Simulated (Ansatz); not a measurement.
Here is an Ansatz input file for Cu₂IBr (distorted cell). Write the same calculation for the Python package.

```yaml
crystal:
  lattice:
    - [1.9954, 1.1864, 6.3909]
    - [-1.8326, 1.1416, 6.3487]
    - [0.0426, -2.1955, 6.3462]
  atoms:
    - { symbol: Cu, position: [0.7448, 0.7721, 0.7396] }
    - { symbol: Cu, position: [0.287, 0.2323, 0.2232] }
    - { symbol: I, position: [0.9971, 0.9971, 0.0109] }
    - { symbol: Br, position: [0.5062, 0.4818, 0.5165] }
basis:
  ecutwfc: 510.0
kpoints:
  mp_grid: { grid: [3, 3, 3] }
hamiltonian:
  xc: pbe
scf:
  occupations: { method: fixed }
output:
  bader: true
  dos: { de: 0.1, projected: true }
  forces: true
```

On the command line:
```console
$ ansatz run input.yaml --threads 1 --pin off --max-ram 3072MiB --backend cpu --events-out ev --progress --plain --runs-dir out
basis.fft_grid_basis auto: the FFT boxes are laid along the combinations [[1, -1, 0], [0, 1, -1], [0, 1, 0]] of the cell's own vectors, 3.828, 3.828 and 6.706 Å long. The dense box has 30×30×50 points. Along the cell's own vectors, as sized, it would have 54×50×50, 3.00 times as many. basis.fft_grid_basis: typed keeps the cell's own vectors: state it where this run's energies or levels are differenced outside the engine with another run's, or held beside a run that keeps those vectors.
Engine: ansatz 0.2.0, x86_64-unknown-linux-gnu
Pseudopotentials: kind: paw
Pseudopotential: Cu, paw, valence charge 19, recommended cutoff 420 eV (normal), Cu.paw.azcp
Pseudopotential: I, paw, valence charge 17, recommended cutoff 420 eV (normal), I.paw.azcp
Pseudopotential: Br, paw, valence charge 7, recommended cutoff 420 eV (normal), Br.paw.azcp
Functional definition: PBE
  parameter kappa = 0.804
  parameter beta = 0.06672455060314922
  exchange = pbe_x(kappa = kappa, mu = beta*pi^2/3)
  correlation = pbe_c(beta = beta)
Crystal: 4 atoms, lattice volume = 81.791 Å³
Basis set: ecut = 510 eV, 2131 PW (Γ), FFT grids on a1−a2, a2−a3, a2, exchange–correlation on 60×60×100 points (8 copies of the dense FFT grid, shifted against one another)
Bands: 38, of which v1, the nominal top of the filled ones, is band 31 counted from 1 (30 counted from 0)
Symmetry: 1 space group operations
Space group: P1 (ITA 1), of the structure as read, at distance tolerance 4.3e-5 Å
k-points: 14 of 27 (time reversal used)
Non-local potential: Cu, projectors of the file, l = 0: 3, l = 1: 2, l = 2: 3, l = 3: 1
Non-local potential: I, projectors of the file, l = 0: 2, l = 1: 2, l = 2: 2, l = 3: 2
Non-local potential: Br, projectors of the file, l = 0: 2, l = 1: 2, l = 2: 2
PAW form: soft (Blöchl's): semilocal exchange-correlation on the pseudo side does not see the compensation charge
PAW one-centre angular grid: Cu, 590 points (default); XC on 64 Gauss nodes
PAW one-centre angular grid: I, 590 points (default); XC on 64 Gauss nodes
PAW one-centre angular grid: Br, 110 points (default); XC on 64 Gauss nodes
Initial density: superposition of atomic densities (neutral atoms: chi_scale 0, normalization atom), corrected by the library's trained network
Initial wavefunctions: pseudopotential atomic-orbital guess
Functional: x = pbe(κ = 0.804, μ = 0.2195149727645171), c = pbe(β = 0.06672455060314922)
SCF iter   1: F=—  HF=-23546.004750 eV  |F-HF|=—  |Δ(HF+E_count)|=         —  Δρ=3.58e-3  dr2=7.70e-3  ethr=1.77e-3  ⟨swp⟩=4.9  Hψ=1845  notcnv=0  defer=70
preconditioner: auto → Resta (q_TF=auto, 2.605 Å⁻¹)  ε∞=8.1  [insulator: Δε(μ)=0.434 eV  Ē_g=9.264 eV  n_scr=28 (ndim 8)  ℏωp=24.6 eV  f_vac=0.014  ε∞_Penn≈8.1]
SCF iter   2: F=—  HF=-23546.004063 eV  |F-HF|=—  |Δ(HF+E_count)|=   6.87e-4  Δρ=1.59e-3  dr2=1.91e-3  ethr=1.24e-5  ⟨swp⟩=2.2  Hψ=979  notcnv=0  defer=70
SCF iter   3: F=—  HF=-23546.004662 eV  |F-HF|=—  |Δ(HF+E_count)|=   5.99e-4  Δρ=2.84e-3  dr2=3.64e-3  ethr=3.08e-6  ⟨swp⟩=2.4  Hψ=966  notcnv=0  defer=70
SCF iter   4: F=—  HF=-23546.003604 eV  |F-HF|=—  |Δ(HF+E_count)|=   1.06e-3  Δρ=2.78e-4  dr2=6.20e-5  ethr=3.08e-6  ⟨swp⟩=2.0  Hψ=938  notcnv=0  defer=70
SCF iter   5: F=—  HF=-23546.003616 eV  |F-HF|=—  |Δ(HF+E_count)|=   1.13e-5  Δρ=2.89e-4  dr2=3.89e-5  ethr=1.00e-7  ⟨swp⟩=2.4  Hψ=832  notcnv=0  defer=70
SCF iter   6: F=—  HF=-23546.003613 eV  |F-HF|=—  |Δ(HF+E_count)|=   3.12e-6  Δρ=9.51e-5  dr2=4.69e-6  ethr=6.27e-8  ⟨swp⟩=2.5  Hψ=688  notcnv=0  defer=70
SCF iter   7: F=—  HF=-23546.003612 eV  |F-HF|=—  |Δ(HF+E_count)|=   4.82e-7  Δρ=5.51e-5  dr2=1.66e-6  ethr=7.57e-9  ⟨swp⟩=2.0  Hψ=906  notcnv=0  defer=70
SCF iter   8: F=—  HF=-23546.003612 eV  |F-HF|=—  |Δ(HF+E_count)|=   3.82e-7  Δρ=1.73e-5  dr2=2.24e-7  ethr=2.67e-9  ⟨swp⟩=2.0  Hψ=671  notcnv=0  defer=70
SCF iter   9: F=-23546.003612 eV  HF=-23546.003612 eV  |F-HF|=7.02e-10  |Δ(HF+E_count)|=   3.04e-8  Δρ=2.93e-6  dr2=1.06e-8  ethr=1.61e-10  ⟨swp⟩=13.2  Hψ=3237  notcnv=0
SCF 1 converged in 9 iterations: F = -23546.003612 eV  dr2 = 1.06e-8
  greatest PAW one-centre occupation: 1.000 electrons in one spin orbital (limit 2), on the Cu atom at site 1 (counted from 0), in its partial waves of l = 0
SCF converged after 9 iterations
Free energy (F): -23546.003612 eV
Harris-Foulkes:  -23546.003612 eV  (|F-HF|=7.02e-10)
Internal energy: -23546.003612 eV  (E = F + TS)
E sigma→0 (E₀):  -23546.003612 eV
Fermi energy:    10.867012 eV
--- Per-component energies (eV) ---
  E_band       = -1209.574135
  E_kinetic    = 926.654580
  E_local      = -12376.266383  (includes V_loc(G=0)·N_el)
  E_nonlocal   = 797.933495
  E_hartree    = 5647.267746
  E_xc         = -567.285926
  E_vxc        = -457.675460  (∫ρ·V_xc dr)
  E_paw        = -10422.769169  (= ΣΔE_a)
  E_vpaw       = -1394.750040  (= ΣTr[D̂ρ^β])
  E_aug_tail   = 0.000222  (compensation charges beyond the density's cutoff)
  E_ewald      = -7551.538177
  E_smearing   = -0.000000  (= −TS)
  E_closure    = 0.000000  (closes the sum)
  Σ components = -23546.003612   (vs F -23546.003612, Δ=0.00e0)
--- Forces (eV/Å), atoms counted from 1 ---
  atom   1  Cu     0.04759498    -0.04200740     0.01870756
  atom   2  Cu    -0.05785291    -0.04430428     0.03253218
  atom   3  I      0.00118315     0.11315228    -0.05712212
  atom   4  Br     0.00907912    -0.02685145     0.00588504
  max |Σ_I F_I| component: 1.08e-5 eV/Å
--- Band table (eV; the first three rows and the last of 14) ---
  k-point 0: bands = ["-100.7676", "-100.7446", "-58.2046", "-58.1892", "-58.1833", "-58.1831", "-58.1672", "-58.1592", "-34.9865", "-34.9747", "-34.9671", "-34.9282", "-34.9267", "-5.6309", "-3.4116", "3.7513", "6.6175", "6.7531", "8.1756", "8.2630", "8.3914", "8.6907", "8.7033", "8.7770", "8.8117", "8.8819", "9.0286", "9.0637", "9.1016", "10.7539", "10.8670", "11.2850", "13.8800", "15.6144", "15.9428", "17.1729", "18.5768", "18.8239"]
  k-point 1: bands = ["-100.7676", "-100.7446", "-58.2045", "-58.1894", "-58.1833", "-58.1831", "-58.1673", "-58.1594", "-34.9855", "-34.9751", "-34.9674", "-34.9278", "-34.9251", "-5.2737", "-2.9081", "4.8099", "5.1238", "5.4018", "6.6233", "6.9063", "7.3798", "8.6997", "8.8575", "8.9089", "8.9907", "9.0322", "9.0768", "9.2137", "9.4400", "9.9176", "10.0655", "12.9452", "13.7016", "15.7661", "16.3804", "17.3983", "17.8288", "18.5142"]
  k-point 2: bands = ["-100.7676", "-100.7446", "-58.2045", "-58.1894", "-58.1834", "-58.1831", "-58.1674", "-58.1593", "-34.9855", "-34.9749", "-34.9678", "-34.9266", "-34.9259", "-5.2485", "-2.8660", "4.8881", "5.0840", "5.4547", "6.5613", "6.9010", "7.2091", "8.6922", "8.8660", "8.9065", "8.9839", "9.0519", "9.1189", "9.1629", "9.4417", "9.9516", "10.0150", "12.7546", "13.7538", "15.7052", "16.3742", "17.3728", "17.6454", "18.3476"]
  k-point 13: bands = ["-100.7676", "-100.7446", "-58.2045", "-58.1893", "-58.1835", "-58.1831", "-58.1674", "-58.1592", "-34.9855", "-34.9751", "-34.9674", "-34.9277", "-34.9252", "-5.2661", "-2.9382", "4.3451", "5.1206", "6.3448", "6.5066", "7.1174", "7.4087", "8.4587", "8.8056", "8.9341", "8.9526", "9.0687", "9.1324", "9.1501", "9.4066", "9.5286", "10.7152", "11.7394", "14.4606", "15.2703", "16.0536", "16.4182", "17.3221", "19.1664"]
--- Bader charges: 4 sites ---
  site symbol  charge [e]  shift [e]
     0     Cu      0.4500     0.0026
     1     Cu      0.4562     0.0025
     2      I     -0.3597     0.0032
     3     Br     -0.5465     0.0019
  estimated error of the sums over rays = 3.4e-4 e
```

Script `scf_cu2ibr.py`:
```python
# -*- coding: utf-8 -*-
"""Single point of Cu2IBr, distorted."""

import sys

import ansatz as az
import numpy as np

cu2ibr = (
    az.Lattice.of((1.9954, 1.1864, 6.3909), (-1.8326, 1.1416, 6.3487), (0.0426, -2.1955, 6.3462))
    .atom("Cu", (0.7448, 0.7721, 0.7396))
    .atom("Cu", (0.287, 0.2323, 0.2232))
    .atom("I", (0.9971, 0.9971, 0.0109))
    .atom("Br", (0.5062, 0.4818, 0.5165))
)

# functional, basis and sampling
model = (
    cu2ibr.calculation()
    .occupations("fixed")
    .kpoints(length=10)
    .basis(510)
    .functional("pbe")
    .density_of_states(energy_step=0.1, projected=True)
    .bader_charges()
    .forces()
)
try:
    outcome = model.run(threads=1, pin="off")
except az.NonConvergedError as error:
    sys.exit(f"no convergence: {error}")
except az.RefusalError as error:
    sys.exit(f"input refused: {error}")
rep = outcome.report

energy = rep["free_energy_ev"]
print("Cu2IBr: {:.6f} eV = {:.6f} Ry = {:.6f} Ha".format(energy, energy / 13.605693, energy / 27.211386))
print("Fermi level {:.4f} eV, {} k-points, {} symmetry operations".format(rep["fermi_energy_ev"], rep["n_kpoints"], rep["n_symmetry_ops"]))

# first and second moments of the projected d states
dos = outcome.density_of_states()
energy = np.asarray(dos.energies_ev) - dos.fermi_ev
window = (energy > -12) & (energy < 3)
for index, site in enumerate(outcome.projected_density_of_states().sites):
    for shell in site.shells:
        if shell.l == 2:
            g = sum(np.sum(part.g_bin_mean_per_ev, axis=0) for part in shell.curves)[window]
            if g.sum() > 1e-6:
                centre = (g * energy[window]).sum() / g.sum()
                width = np.sqrt((g * (energy[window] - centre) ** 2).sum() / g.sum())
                print(f"site {index} {site.species} {shell.label}: centre {centre:.3f} eV, rms width {width:.3f} eV")

charges = outcome.bader_charges()
for atom in charges.atoms:
    print(f"Bader charge {atom.symbol:2s} {atom.partial_charge_e:+.3f} e")

# forces in eV per angstrom
forces = np.array(rep["forces_ev_ang"])
norms = np.linalg.norm(forces, axis=1)
print("largest force {:.4f} eV/A on atom {}".format(norms.max(), norms.argmax()))
print(np.array2string(forces, precision=4, suppress_small=True))
```

Output of `python scf_cu2ibr.py`:
```text
Cu2IBr: -23546.003612 eV = -1730.599361 Ry = -865.299681 Ha
Fermi level 10.8670 eV, 14 k-points, 1 symmetry operations
site 0 Cu 3D: centre -1.991 eV, rms width 0.983 eV
site 1 Cu 3D: centre -1.964 eV, rms width 0.980 eV
site 2 I 4D: centre -1.599 eV, rms width 2.479 eV
Bader charge Cu +0.450 e
Bader charge Cu +0.456 e
Bader charge I  -0.360 e
Bader charge Br -0.547 e
largest force 0.1268 eV/A on atom 2
[[ 0.0476 -0.042   0.0187]
 [-0.0579 -0.0443  0.0325]
 [ 0.0012  0.1132 -0.0571]
 [ 0.0091 -0.0269  0.0059]]
```

What to keep in mind:
- Absolute energies stand on the zero of these potentials, so only differences at equal settings mean something. A total without «per atom» is that of the cell as typed.
- No spin polarisation was allowed.
- Along an axis with an odd division the mesh misses the point at one half; a gap read on a finite mesh is an upper bound on this functional's gap.
- Semilocal gaps usually lie well under measured ones.
- With fixed filling the reported Fermi level is the top filled level among the k-points of the SCF.
- The k-point mesh is coarse, and energy and stress weren't tested for convergence.
- An absolute Fermi energy rests on an arbitrary zero of the periodic potential and has no direct meaning.
- Projections exist only for the shells that the potentials hold, some of them semicore, and samples at single energies can miss narrow peaks.
- The crystal has a gap of about 0.42 eV on the mesh; bins of finite width blur the band edges.
- Without a Hubbard U or exact exchange, semilocal functionals often make such 3d compounds metallic or too weakly gapped.
- The cell is a database structure, distorted on purpose.
- The computed bands are complete only to about 7.1 eV above the Fermi level; beyond that the density of states is undercounted.
- A band centre counts only the states inside the window taken.
- Run time: 29 s on 1 thread of Intel(R) Xeon(R) 6975P-C (Granite Rapids) (shared host), peak memory 0.45 GiB.

(A comment or docstring line of the script was reworded after the run, the code is as it ran; lines on the test bed's own set-up are left out of the output.)
